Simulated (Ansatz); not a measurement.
**ClH3SiTe: one structure at several levels**

An exercise on one series of results from a longer session: the logs are not shown, and one member is left open.

The runs use Ansatz 0.2.0, Gaussian basis; single points in def2-TZVPP.

Cores are frozen in the correlated methods. Filled d shells of the heavier atoms are correlated. Core potentials replace the inner electrons past krypton, and spin-orbit coupling is left out.

**The starting structure**

SMILES `Cl[SiH2][TeH]`, 6 atoms, charge 0, spin multiplicity 1.

Atoms are counted from 1 here; the program's logs count them from 0.

Bond lengths: Cl1–Si2 2.326 Å, Si2–Te3 2.359 Å, Si2–H4 1.336 Å, Si2–H5 1.509 Å, Te3–H6 1.668 Å. Angles: Cl1–Si2–Te3 109.6°, Cl1–Si2–H4 110.5°, Cl1–Si2–H5 105.4°, Te3–Si2–H4 114.9°, Te3–Si2–H5 113.7°, H4–Si2–H5 102.2°, Si2–Te3–H6 102.6°.

Coordinates:

```xyz
6
charge 0, multiplicity 1
Cl   -2.2704   -0.5365    0.2466
Si   -0.1409   -0.2010   -0.6275
Te    1.4250   -0.0631    1.1313
H     0.1340   -1.1231   -1.5542
H    -0.2405    1.0602   -1.4509
H     0.8570    1.2268    2.0232
```

Set-up of the first run:

run/in.yaml

```yaml
crystal:
  periodic: [false, false, false]
  atoms:
    - {symbol: Cl, position_ang: [-2.270400, -0.536500, 0.246600]}
    - {symbol: Si, position_ang: [-0.140900, -0.201000, -0.627500]}
    - {symbol: Te, position_ang: [1.425000, -0.063100, 1.131300]}
    - {symbol: H, position_ang: [0.134000, -1.123100, -1.554200]}
    - {symbol: H, position_ang: [-0.240500, 1.060200, -1.450900]}
    - {symbol: H, position_ang: [0.857000, 1.226800, 2.023200]}
basis:
  gaussian: {orbitals: def2-TZVPP}
correlation: {method: ccsd_t}
output: {forces: true}
```

The command line of these runs was not kept.

Steps of the session up to this table: CCSD(T)/def2-TZVPP; PBE0-D4/def2-TZVPP; wB97M-V/def2-TZVPP; r2SCAN-D4/def2-TZVPP; PBE-D4/def2-TZVPP; r2SCANh-D4/def2-TZVPP; LC-wPBE/def2-TZVPP.

One table of the session follows, with a row left open; its other results are not shown here.

```
    method  RMS force component (eV/Å)  angle to CCSD(T) forces (°)  dipole (D)
   CCSD(T)                       1.750                    reference        2.54
   PBE0-D4                       1.747                          2.7        2.62
   wB97M-V                       1.711                          1.5        2.61
 r2SCAN-D4                           ?                            ?           ?
    PBE-D4                       1.724                          6.4        2.55
r2SCANh-D4                       1.729                          2.0        2.62
   LC-wPBE                       1.783                          3.8        2.66
```

Q: Estimate the row for r2SCAN-D4 from the others.

**Answer.** RMS force component (eV/Å): 1.722; angle to CCSD(T) forces (°): 2.9; dipole (D): 2.59. In the column «RMS force component (eV/Å)» it lies between wB97M-V (1.711) and PBE-D4 (1.724).
